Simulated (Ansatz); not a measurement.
## HK: an active-space calculation, step by step

Program: Ansatz 0.2.0, Python API.

Contents of `hk.xyz`:
```text
2

K     0.00000    0.00000    0.00000
H     0.00000    0.00000    2.26500
```

At the Python prompt:
```pycon
>>> import warnings
>>> import ansatz as az
>>> warnings.simplefilter("ignore", az.DeckWarning)
>>> hk = az.Crystal.molecule_from_extxyz("hk.xyz")
>>> calculation = (
...     hk.calculation()
...     .basis(gaussian="def2-SVP")
...     .correlation(active_electrons=4, active_orbitals=5)
... )
>>> for method in [None, "sc_nevpt2"]:
...     data = (calculation if method is None else calculation.correlation(method)).run(threads=1, backend="cpu").report
...     space = data["configurations"]
...     state = space["states"][0]
...     print(method or "casscf", f"total {data['free_energy_ev'] / 27.211386246:.6f} Ha, active-space state {state['energy']['hartree']:.6f} Ha, mean field {data['reference_energy_ev'] / 27.211386246:.6f} Ha")
...     print("  determinants", state["n_determinants"], " natural occupations", [round(n, 3) for n in space["natural_occupations"]])
...
casscf total -599.629446 Ha, active-space state -599.629446 Ha, mean field -599.604966 Ha
  determinants 100  natural occupations [1.998, 1.94, 0.057, 0.003, 0.002]
sc_nevpt2 total -599.674959 Ha, active-space state -599.629441 Ha, mean field -599.604966 Ha
  determinants 100  natural occupations [1.998, 1.94, 0.057, 0.003, 0.002]
```

Reading the output:
- Total energies depend on the basis set; only differences at equal settings carry meaning.
- The geometry is a force-field or estimated start, not a minimum of this method, and the basis set is short of its limit. The active space starts as a window about the frontier orbitals and is then optimised, not chosen by chemistry.
- Finished in 5.7 s on 1 thread of Arm Neoverse V1, with other jobs on the host, peak memory 0.13 GiB.
